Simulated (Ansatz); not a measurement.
# FGeHO (SMILES [OH][Ge][F]): single points off equilibrium

The atoms stand at a structure displaced at random from a GFN2-xTB minimum. How far do the functionals agree with CCSD(T) there?

Program: Ansatz 0.2.0, Gaussian basis. Level of theory: single points in def2-TZVPP. These are calculated values, not measurements.

Cores are frozen in the correlated methods. Filled d shells of the heavier atoms are correlated.

### 1 Where the work starts

SMILES `[OH][Ge][F]`, 4 atoms, charge 0, spin multiplicity 1.

Atoms are counted from 1 here; the program's logs count them from 0.

Bond lengths: O1–Ge2 1.768 Å, O1–H4 1.035 Å, Ge2–F3 1.927 Å. Angles: Ge2–O1–H4 130.6°, O1–Ge2–F3 97.3°.

As a file:

```mol
FGeHO
  3D, bonds by distance, orders not assigned

  4  3  0  0  0  0  0  0  0  0999 V2000
   -0.7551    0.5537   -0.3682 O   0  0
   -0.4362   -0.6835    0.8545 Ge  0  0
    1.4482   -0.8897    0.5079 F   0  0
   -0.1262    0.9922   -1.0634 H   0  0
  1  2  8  0
  1  4  8  0
  2  3  8  0
M  END
```

### 2 CCSD(T)/def2-TZVPP

File run/in.yaml:

```yaml
crystal:
  periodic: [false, false, false]
  atoms:
    - {symbol: O, position_ang: [-0.755100, 0.553700, -0.368200]}
    - {symbol: Ge, position_ang: [-0.436200, -0.683500, 0.854500]}
    - {symbol: F, position_ang: [1.448200, -0.889700, 0.507900]}
    - {symbol: H, position_ang: [-0.126200, 0.992200, -1.063400]}
basis:
  gaussian: {orbitals: def2-TZVPP}
correlation: {method: ccsd_t}
output: {forces: true}
```

The command line of these runs was not kept.

### 3 PBE0-D4/def2-TZVPP

run/in.yaml, as its differences from that of step 2:

```diff
@@ -9,3 +9,3 @@
   gaussian: {orbitals: def2-TZVPP}
-correlation: {method: ccsd_t}
-output: {forces: true}
+hamiltonian: {xc: pbe0, dispersion: d4}
+output: {forces: true, orbitals: {seedname: orbitals}}
```

### 4 wB97M-V/def2-TZVPP

run/in.yaml, as its differences from that of step 3:

```diff
@@ -9,3 +9,3 @@
   gaussian: {orbitals: def2-TZVPP}
-hamiltonian: {xc: pbe0, dispersion: d4}
-output: {forces: true, orbitals: {seedname: orbitals}}
+hamiltonian: {xc: {name: wB97M-V}}
+output: {forces: true}
```

### 5 r2SCAN-D4/def2-TZVPP

run/in.yaml, as its differences from that of step 4:

```diff
@@ -9,3 +9,3 @@
   gaussian: {orbitals: def2-TZVPP}
-hamiltonian: {xc: {name: wB97M-V}}
+hamiltonian: {xc: r2scan, dispersion: d4}
 output: {forces: true}
```

### 6 PBE-D4/def2-TZVPP

run/in.yaml, as its differences from that of step 5:

```diff
@@ -9,3 +9,3 @@
   gaussian: {orbitals: def2-TZVPP}
-hamiltonian: {xc: r2scan, dispersion: d4}
+hamiltonian: {xc: pbe, dispersion: d4}
 output: {forces: true}
```

### 7 BLYP-D4/def2-TZVPP

run/in.yaml, as its differences from that of step 6:

```diff
@@ -9,3 +9,3 @@
   gaussian: {orbitals: def2-TZVPP}
-hamiltonian: {xc: pbe, dispersion: d4}
+hamiltonian: {xc: {name: BLYP}, dispersion: d4}
 output: {forces: true}
```

### 8 LC-wPBE/def2-TZVPP

run/in.yaml, as its differences from that of step 7:

```diff
@@ -9,3 +9,3 @@
   gaussian: {orbitals: def2-TZVPP}
-hamiltonian: {xc: {name: BLYP}, dispersion: d4}
+hamiltonian: {xc: {name: LC-wPBE}}
 output: {forces: true}
```

(Steps that only read results are left out.)

Q: Predict the outcome of this session. Wanted: energy less free atoms, CCSD(T)/def2-TZVPP; RMS force component; RMS force error; HOMO and LUMO, PBE0-D4; T1 diagnostic.

The runs gave:

```
                                  quantity                                                                                           value
energy less free atoms, CCSD(T)/def2-TZVPP                                                                                      -13.986 eV
                       RMS force component                                                            1.312 to 1.651 eV/Å over the methods
                           RMS force error  PBE0-D4 0.096, wB97M-V 0.106, r2SCAN-D4 0.109, PBE-D4 0.405, BLYP-D4 0.544, LC-wPBE 0.124 eV/Å
                    HOMO and LUMO, PBE0-D4                                                                              -8.70 and -2.27 eV
                             T1 diagnostic                                                                                           0.016
```

What this shows: Against CCSD(T) the functionals' energies less atoms differ by -1.065 to -0.159 eV, PBE-D4 by -1.065 eV. A larger basis would deepen the CCSD(T) value, while the functionals are nearly converged already, so the order here is not reliable. On forces the order runs from PBE0-D4 to BLYP-D4. Frozen-core CCSD(T) forces in triple zeta carry basis errors of their own, and this is one geometry, so small gaps rank nothing.
